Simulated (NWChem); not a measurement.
Plane-wave run on NaCl (rocksalt type)

```yaml
crystal:
  lattice:
    - [0.00000, 2.81966, 2.81966]
    - [2.81966, 0.00000, 2.81966]
    - [2.81966, 2.81966, 0.00000]
  atoms:
    - { symbol: Cl, position: [0.00000, 0.00000, 0.00000] }
    - { symbol: Na, position: [0.50000, 0.50000, 0.50000] }
```

Program: NWChem. Origin of the cell: lattice set by a structure generator, not relaxed at this level; this structure type may not be the compound's usual one.

Norm-conserving pseudopotentials with valence charges Cl 7, Na 1, fixed occupations, no spin-orbit coupling, density cut at twice the wavefunction cutoff.

Level: LDA (Vosko), Troullier-Martins, cutoff 30 Ha, density from a 4×4×4 mesh. Bands run along Γ–X–U|K–Γ–L–W–X with k in units of the cell's reciprocal vectors.

Question: Give the band energies at the labelled points, in eV from the valence-band top.

Answer: 
```json
[
 {"point": "Γ", "k": "0.000 0.000 0.000", "band 1": "-12.61", "band 2": "0.00", "band 3": "0.00", "band 4": "0.00", "band 5": "4.63", "band 6": "10.77"},
 {"point": "X", "k": "0.500 0.000 0.500", "band 1": "-12.20", "band 2": "-1.75", "band 3": "-0.63", "band 4": "-0.63", "band 5": "7.12", "band 6": "7.71"},
 {"point": "U", "k": "0.625 0.250 0.625", "band 1": "-12.20", "band 2": "-1.49", "band 3": "-1.18", "band 4": "-0.52", "band 5": "7.83", "band 6": "8.67"},
 {"point": "K", "k": "0.375 0.375 0.750", "band 1": "-12.20", "band 2": "-1.49", "band 3": "-1.18", "band 4": "-0.52", "band 5": "7.83", "band 6": "8.67"},
 {"point": "L", "k": "0.500 0.500 0.500", "band 1": "-12.28", "band 2": "-2.02", "band 3": "-0.27", "band 4": "-0.27", "band 5": "6.84", "band 6": "10.22"},
 {"point": "W", "k": "0.500 0.250 0.750", "band 1": "-12.19", "band 2": "-1.26", "band 3": "-1.26", "band 4": "-0.79", "band 5": "8.44", "band 6": "9.34"}
]
```
Bands up to 4 are filled.
